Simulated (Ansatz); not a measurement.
# CH7MoN3O: a ladder of functionals and wavefunction methods

One table from this session's results is given with a row withheld; the runs are named, their logs left out.

Method: functionals in def2-TZVPP, the program's frozen cores in correlated methods; program: Ansatz 0.2.0, Gaussian basis.

Plan: PBE-D4, r2SCAN-D4, PBE0-D4, B3LYP-D4, ωB97X-V, ωB97M-V, B2PLYP; CCSD(T)/def2-TZVPP; MP2/def2-QZVPP; extrapolation to the limit.

## The relaxed structure

An earlier PBE0-D4 in a triple-zeta def2 set relaxation fixed the geometry. Mo takes the def2 core potential; no spin-orbit term is included.

SMILES `C[O][Mo](=[NH])(=[NH])[NH2]`, 13 atoms, charge 0, spin multiplicity 1.

Atoms are counted from 1 here; the program's logs count them from 0.

Bond lengths: C1–O2 1.402 Å, C1–H7 1.094 Å, C1–H8 1.096 Å, C1–H9 1.096 Å, O2–Mo3 1.884 Å, Mo3–N4 1.732 Å, Mo3–N5 1.731 Å, Mo3–N6 1.941 Å, N4–H10 1.011 Å, N5–H11 1.010 Å, N6–H12 1.008 Å, N6–H13 1.008 Å. Angles: O2–C1–H7 108.8°, O2–C1–H8 111.4°, O2–C1–H9 110.9°, H7–C1–H8 108.8°, H7–C1–H9 108.3°, H8–C1–H9 108.5°, C1–O2–Mo3 127.9°, O2–Mo3–N4 108.8°, O2–Mo3–N5 107.7°, O2–Mo3–N6 111.8°, N4–Mo3–N5 113.8°, N4–Mo3–N6 106.7°, N5–Mo3–N6 108.0°, Mo3–N4–H10 154.7°, Mo3–N5–H11 154.9°, Mo3–N6–H12 123.1°, Mo3–N6–H13 122.9°, H12–N6–H13 111.4°.

The first run:

Input file in.yaml:

```yaml
crystal:
  periodic: [false, false, false]
  atoms:
    - {symbol: C, position_ang: [0.625479, -1.379013, -1.692622]}
    - {symbol: O, position_ang: [0.989091, -0.845935, -0.447400]}
    - {symbol: Mo, position_ang: [0.095157, 0.481053, 0.548173]}
    - {symbol: N, position_ang: [-0.602474, 1.627174, -0.547409]}
    - {symbol: N, position_ang: [1.238499, 1.171807, 1.649356]}
    - {symbol: N, position_ang: [-1.367493, -0.259973, 1.587542]}
    - {symbol: H, position_ang: [1.492024, -1.889491, -2.123854]}
    - {symbol: H, position_ang: [0.296873, -0.594573, -2.383807]}
    - {symbol: H, position_ang: [-0.185418, -2.108779, -1.584442]}
    - {symbol: H, position_ang: [-0.732407, 2.545751, -0.947974]}
    - {symbol: H, position_ang: [1.767306, 1.924338, 2.066363]}
    - {symbol: H, position_ang: [-1.283346, -0.497503, 2.563627]}
    - {symbol: H, position_ang: [-2.333292, -0.174845, 1.312448]}
basis:
  gaussian: {orbitals: def2-TZVPP}
hamiltonian: {xc: pbe, dispersion: d4}
output: {forces: true, orbitals: {seedname: orbitals}}
```

Command:

```bash
$ ansatz run in.yaml --threads 2 --pin off --events-out ev --progress --plain --max-ram 22528MiB --backend cuda --devices 0, --max-vram 18GiB
```

Among the steps run: PBE-D4 (GGA); r2SCAN-D4 (meta-GGA); PBE0-D4 (hybrid); B3LYP-D4 (hybrid); ωB97X-V (range-separated); ωB97M-V (range-separated); B2PLYP (double hybrid).

One of the session's tables, all rows but one given; the rest of the session is left out.

It belongs to the step «Orbital energies across the functionals». 

| functional | HOMO (eV) | gap (eV) |
| --- | --- | --- |
| PBE-D4 | -5.84 | 4.11 |
| r2SCAN-D4 | -6.11 | 4.46 |
| PBE0-D4 | -7.15 | 6.20 |
| B3LYP-D4 | -6.93 | 5.75 |
| ωB97X-V | -9.45 | 10.61 |
| ωB97M-V | ? | ? |

**Question.** Estimate the row for ωB97M-V.

**Answer.** HOMO (eV): -9.38; gap (eV): 10.44. In the column «HOMO (eV)» it lies between ωB97X-V (-9.45) and PBE0-D4 (-7.15).
